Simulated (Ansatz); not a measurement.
# Tl: the cost of one run

All numbers below are computed with Ansatz 0.2.0 (DFT PBE, plane waves, PAW, scalar-relativistic, no spin polarisation).

## Step 1: Starting point

The cell holds 36 atoms (Tl36): a = 10.715 Å, b = 10.715 Å, c = 11.422 Å, α = 90.00°, β = 90.00°, γ = 120.00°.

The coordinates stand in the first input below.

## Step 2: Run 1

250 steps of 3 fs under a Langevin thermostat at 900 K.

File input.yaml:

```yaml
accuracy: low
crystal:
  lattice:
    - [10.715068, 0.0, 0.0]
    - [-5.357534, 9.279521, 0.0]
    - [0.0, 0.0, 11.422262]
  atoms:
    - { symbol: Tl, position: [0.0, 0.0, 0.0] }
    - { symbol: Tl, position: [0.1111111, 0.2222222, 0.25] }
    - { symbol: Tl, position: [0.0, 0.0, 0.5] }
    - { symbol: Tl, position: [0.1111111, 0.2222222, 0.75] }
    - { symbol: Tl, position: [0.0, 0.3333333, 0.0] }
    - { symbol: Tl, position: [0.1111111, 0.5555556, 0.25] }
    - { symbol: Tl, position: [0.0, 0.3333333, 0.5] }
    - { symbol: Tl, position: [0.1111111, 0.5555556, 0.75] }
    - { symbol: Tl, position: [0.0, 0.6666667, 0.0] }
    - { symbol: Tl, position: [0.1111111, 0.8888889, 0.25] }
    - { symbol: Tl, position: [0.0, 0.6666667, 0.5] }
    - { symbol: Tl, position: [0.1111111, 0.8888889, 0.75] }
    - { symbol: Tl, position: [0.3333333, 0.0, 0.0] }
    - { symbol: Tl, position: [0.4444444, 0.2222222, 0.25] }
    - { symbol: Tl, position: [0.3333333, 0.0, 0.5] }
    - { symbol: Tl, position: [0.4444444, 0.2222222, 0.75] }
    - { symbol: Tl, position: [0.3333333, 0.3333333, 0.0] }
    - { symbol: Tl, position: [0.4444444, 0.5555556, 0.25] }
    - { symbol: Tl, position: [0.3333333, 0.3333333, 0.5] }
    - { symbol: Tl, position: [0.4444444, 0.5555556, 0.75] }
    - { symbol: Tl, position: [0.3333333, 0.6666667, 0.0] }
    - { symbol: Tl, position: [0.4444444, 0.8888889, 0.25] }
    - { symbol: Tl, position: [0.3333333, 0.6666667, 0.5] }
    - { symbol: Tl, position: [0.4444444, 0.8888889, 0.75] }
    - { symbol: Tl, position: [0.6666667, 0.0, 0.0] }
    - { symbol: Tl, position: [0.7777778, 0.2222222, 0.25] }
    - { symbol: Tl, position: [0.6666667, 0.0, 0.5] }
    - { symbol: Tl, position: [0.7777778, 0.2222222, 0.75] }
    - { symbol: Tl, position: [0.6666667, 0.3333333, 0.0] }
    - { symbol: Tl, position: [0.7777778, 0.5555556, 0.25] }
    - { symbol: Tl, position: [0.6666667, 0.3333333, 0.5] }
    - { symbol: Tl, position: [0.7777778, 0.5555556, 0.75] }
    - { symbol: Tl, position: [0.6666667, 0.6666667, 0.0] }
    - { symbol: Tl, position: [0.7777778, 0.8888889, 0.25] }
    - { symbol: Tl, position: [0.6666667, 0.6666667, 0.5] }
    - { symbol: Tl, position: [0.7777778, 0.8888889, 0.75] }
basis:
  ecutwfc: 420.0
kpoints:
  mp_grid: { grid: [1, 1, 1] }
hamiltonian:
  xc: pbe
scf:
  occupations: { method: fermi_dirac, width: 0.1 }
  lower_state_search: "off"
md:
  timestep: 3
  n_steps: 250
  ensemble: nvt_langevin
  temperature: 900.0
  initial_velocities: maxwell_boltzmann
  seed: 8821
  friction: 0.02
```

Command:

```bash
$ ansatz run input.yaml --threads 4 --pin off --max-ram 10240MiB --backend cpu --events-out ev --progress --plain --runs-dir out
```

Q: Estimate wall time and peak memory on 4 threads of Arm Neoverse V1, shared host.

About 26 min, with a peak of 1.3 GiB.
